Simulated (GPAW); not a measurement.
NiMoIrPdW:

```
Ni Mo Pd Ir W
1.0
     4.11705    0.00000    0.00000
    -2.05853    3.56547    0.00000
     0.00000    0.00000    5.44580
Ni Mo Pd Ir W
1 1 1 1 1
Direct
  0.00000 0.00000 0.95775
  0.66667 0.33333 0.96161
  0.66667 0.33333 0.46295
  0.33333 0.66667 0.72572
  0.33333 0.66667 0.23642
```

The cell was built by a generator and needn't be a form met in nature.

Base run:

| Property | Result |
| --- | --- |
| Program | GPAW 26.7.0 |
| Functional | revPBE |
| Potentials or basis | the program's PAW data sets (release 1.2.1) made for this functional |
| Cutoff | 600 eV |
| Basis | pw |
| k mesh | 5 × 5 × 4 |
| Occupations | fermi-dirac, width 0.05 eV |
| Spin | collinear spin, ferromagnetic start |
| Starting moments | [1.0, 1.0, 0.0, 0.6, 0.0] μB |

Its results: pressure 3.1 GPa; net moment 0.00 μB per cell; largest force 0.209 eV/Å.

**Question.** After a change of settings the same cell gave: pressure -13.4 GPa; net moment 0.00 μB per cell; largest force 0.136 eV/Å. Which change was it?
A. functional from revPBE to PBEsol; potentials or basis from the program's PAW data sets (release 1.2.1) made for this functional to PAW data sets generated in the run's folder for this functional
B. functional from revPBE to BLYP; potentials or basis from the program's PAW data sets (release 1.2.1) made for this functional to PAW data sets generated in the run's folder for this functional
C. functional from revPBE to LDA
D. functional from revPBE to RPBE

**Answer.** C.

LDA binds more tightly than revPBE, so the same cell stands under less pressure.

Caveats: the stock nickel data set gives pressures a few GPa off other programs.

Runs at the PBE level aren't shown here.
